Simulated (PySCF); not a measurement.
# C2HBrFN (Bromofluoroacetonitrile): the cost of one run

Computed with PySCF 2.14.0 and routines of our own; the level stands in each step. Atoms count from 0.

## (1) The starting structure

6 atoms, charge 0, multiplicity 1; geometry from: GFN2-xTB.

## (2) Geometry optimisation at PBE0-D3(BJ)/def2-SVP

Job settings and geometry (Å):

```
{"job": {"xc": "PBE0", "basis": "def2-SVP", "d3": "d3bj", "grid": 1, "maxiter": 30, "shake": 0.01, "kind": "geom"}, "charge": 0, "multiplicity": 1}
N      2.165650     0.325670    -0.060130
C      1.030640     0.086740    -0.008120
C     -0.398720    -0.212460     0.060410
F     -0.721410    -1.105080    -0.868620
Br    -1.389300     1.462180    -0.225770
H     -0.662710    -0.587060     1.057570
```

On the command line:

```bash
OMP_NUM_THREADS=1 python heavy_run.py task.json out
```

One launch serves the whole session: the jobs run in the order shown.

Q: Estimate the wall time and peak memory of this first job on 1 thread of Intel Xeon Platinum 8488C, shared host.

About 29 s, with a peak of 0.38 GiB.
